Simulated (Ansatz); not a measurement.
# H4SSiSn: the cost of one run

Computed with Ansatz 0.2.0 through its Python package. Level of theory: PBE0/def2-SVP.

## Step 1: The system

Bond lengths: Si1–S2 2.072 Å, Si1–Sn3 2.419 Å, S2–Sn3 2.437 Å, Si1–H4 1.463 Å, Si1–H5 1.489 Å, Sn3–H6 1.759 Å, Sn3–H7 1.798 Å. Angles: Si1–S2–Sn3 64.3°, S2–Si1–Sn3 65.2°, S2–Si1–H4 114.2°, S2–Si1–H5 116.0°, Sn3–Si1–H4 112.5°, Sn3–Si1–H5 116.8°, H4–Si1–H5 120.1°, Si1–Sn3–S2 50.5°, Si1–Sn3–H6 117.9°, Si1–Sn3–H7 116.1°, S2–Sn3–H6 112.6°, S2–Sn3–H7 111.8°, H6–Sn3–H7 124.1°.

No structure file is read: the coordinates are typed or built in the script.

## Step 2: The code

Contents of h4ssisn.py:

```python
"""Relaxed scan of one distance in H4SSiSn."""

import ansatz as az
from ase import Atoms
import numpy as np

atoms = Atoms(["Si", "S", "Sn", "H", "H", "H", "H"], positions=[
    (-0.9064, -0.0769, -0.8098),
    (-0.3016, -1.7927, 0.1823),
    (0.913, 0.2417, 0.752),
    (-2.1674, 0.4839, -0.3235),
    (-0.5677, -0.007, -2.2581),
    (0.5232, 0.8338, 2.3623),
    (2.5682, 0.2493, 0.0492),
])
mol = az.Crystal.molecule_from_ase(atoms)

setup = (
    mol.calculation()
    .basis(gaussian="def2-SVP")
    .functional("pbe0")
)
symbols = [site.symbol for site in mol.cartesian_sites]
pairs = [(0, 1), (0, 2), (0, 3), (0, 4), (1, 2), (2, 5)]
print("held (A)   E (eV)        ", "  ".join(f"{symbols[i]}{i}-{symbols[j]}{j}" for i, j in pairs))
for length in [1.37, 1.49, 1.61, 1.79, 2.01]:
    summary = setup.relax(constraints=[az.DistanceConstraint((0, 4), at=length)], force_tolerance=0.02, max_steps=60).run(threads=1).report
    xyz = np.array(summary["positions_ang"])
    print(f"{length:6.2f} {summary['free_energy_ev']:14.5f}  ", "  ".join(f"{np.linalg.norm(xyz[i] - xyz[j]):.3f}" for i, j in pairs))
```

## Step 3: What the engine is handed

The package turns the script's settings into the engine's input (first run):

```yaml
crystal:
  periodic: [false, false, false]
  atoms:
    - { symbol: Si, position_ang: [-0.9064, -0.0769, -0.8098] }
    - { symbol: S, position_ang: [-0.3016, -1.7927, 0.1823] }
    - { symbol: Sn, position_ang: [0.913, 0.2417, 0.752] }
    - { symbol: H, position_ang: [-2.1674, 0.4839, -0.3235] }
    - { symbol: H, position_ang: [-0.5677, -0.007, -2.2581] }
    - { symbol: H, position_ang: [0.5232, 0.8338, 2.3623] }
    - { symbol: H, position_ang: [2.5682, 0.2493, 0.0492] }
basis:
  gaussian:
    orbitals: def2-SVP
hamiltonian:
  xc: pbe0
relax:
  f_tol: 0.02
  max_steps: 60
  constraints:
    - { distance: [0, 4], at: 1.37 }
```

## Step 4: Launch

Run with:

```sh
python h4ssisn.py
```

Q: Estimate wall time and peak memory on 1 thread of Arm Neoverse V2, shared host.

About 1.9 min, with a peak of 0.25 GiB.
